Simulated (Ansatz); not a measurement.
**CH3ClFOSi: rigid torsion scan, by script**

The task is a rigid torsion scan, for CH3ClFOSi. SMILES: CO[Si](F)Cl.

All numbers are computed with Ansatz 0.2.0, driven from Python. The levels of theory stand in the script.

## (1) Starting point

Bond lengths: C1–O2 1.398 Å, O2–Si3 1.676 Å, Si3–F4 1.544 Å, Si3–Cl5 2.026 Å, C1–H6 1.068 Å, C1–H7 1.063 Å, C1–H8 1.144 Å. Angles: C1–O2–Si3 118.8°, O2–C1–H6 110.3°, O2–C1–H7 112.9°, O2–C1–H8 106.7°, H6–C1–H7 112.0°, H6–C1–H8 104.8°, H7–C1–H8 109.6°, O2–Si3–F4 109.1°, O2–Si3–Cl5 106.4°, F4–Si3–Cl5 111.4°.

No structure file is read: the coordinates are typed or built in the script.

## (2) Script

ch3clfosi_torsion.py reads:

```python
import ansatz as az
from ase import Atoms


def main() -> None:
    atoms = Atoms(["C", "O", "Si", "F", "Cl", "H", "H", "H"], positions=[
        [-0.287, -0.5718, 0.8819],
        [0.8717, 0.097, 0.4757],
        [1.0022, 0.5876, -1.1211],
        [0.3514, -0.4769, -2.0305],
        [0.0389, 2.3644, -1.2549],
        [-0.2643, -0.7454, 1.9357],
        [-0.4631, -1.4658, 0.3341],
        [-1.1577, 0.1538, 0.7232],
    ])

    first = (
        az.Crystal.molecule_from_ase(atoms).calculation()
        .basis(gaussian="6-31G*")
        .spin("collinear", total=1)
        .functional("pbe0")
        .relax(force_tolerance=0.02, max_steps=80)
    )
    atoms.positions = first.run(threads=1).report["positions_ang"]

    start = atoms.get_dihedral(2, 1, 0, 5)
    energies = {}
    for turn in range(0, 121, 15):
        turned = atoms.copy()
        turned.set_dihedral(2, 1, 0, 5, start + turn, indices=[0, 5, 6, 7])
        job = (
            az.Crystal.molecule_from_ase(turned).calculation()
            .basis(gaussian="6-31G*")
            .correlation("mp2")
            .spin("collinear", total=1)
        )
        energies[round((start + turn) % 360)] = job.run(threads=1).report["free_energy_ev"]
    floor = min(energies.values())
    print("dihedral Si2-O1-C0-H5 (deg)   E - E(min) (eV)")
    for angle, e in sorted(energies.items()):
        print(f"{angle:8d} {(e - floor):14.3f}  " + "#" * int(30 * (e - floor) / max(max(energies.values()) - floor, 1e-9)))


if __name__ == "__main__":
    main()
```

## (3) What the engine is handed

The engine receives this input (first run):

```yaml
crystal:
  periodic: [false, false, false]
  atoms:
    - { symbol: C, position_ang: [-0.287, -0.5718, 0.8819] }
    - { symbol: O, position_ang: [0.8717, 0.097, 0.4757] }
    - { symbol: Si, position_ang: [1.0022, 0.5876, -1.1211] }
    - { symbol: F, position_ang: [0.3514, -0.4769, -2.0305] }
    - { symbol: Cl, position_ang: [0.0389, 2.3644, -1.2549] }
    - { symbol: H, position_ang: [-0.2643, -0.7454, 1.9357] }
    - { symbol: H, position_ang: [-0.4631, -1.4658, 0.3341] }
    - { symbol: H, position_ang: [-1.1577, 0.1538, 0.7232] }
basis:
  gaussian:
    orbitals: "6-31G*"
hamiltonian:
  xc: pbe0
magnetization:
  spin_polarized: true
  initial_magnetization: 1.0
relax:
  f_tol: 0.02
  max_steps: 80
```

## (4) The run

On the command line:

```console
> python ch3clfosi_torsion.py
```

Q: Predict the main results. Wanted: range of energy; lowest point, turn.

The runs gave:

```
              quantity     value
         runs compared         9
       range of energy  0.036 eV
lowest point, turn (°)         0
```

What this shows: The lowest point lies at a turn of 0°, the highest 0.036 eV (3.5 kJ/mol) above it at 60°. The grid can miss the true lowest and highest points, and the rest of the molecule is held rigid. Run 0: The relaxation took 12 moves; the largest shift is 0.271 Å, of atom 4 (F). Caveats:
- The scan is rigid and the energies are electronic, in a modest basis. With rigid groups the curve can differ much from the relaxed path, the start wasn't checked as a minimum of this torsion, and equivalent turns needn't return to the same energy.
- The run takes the species as open-shell (spin multiplicity 2), which needn't be its ground state.
- The start is relaxed with a density functional and scanned with the wavefunction method, so it isn't exactly that method's minimum.
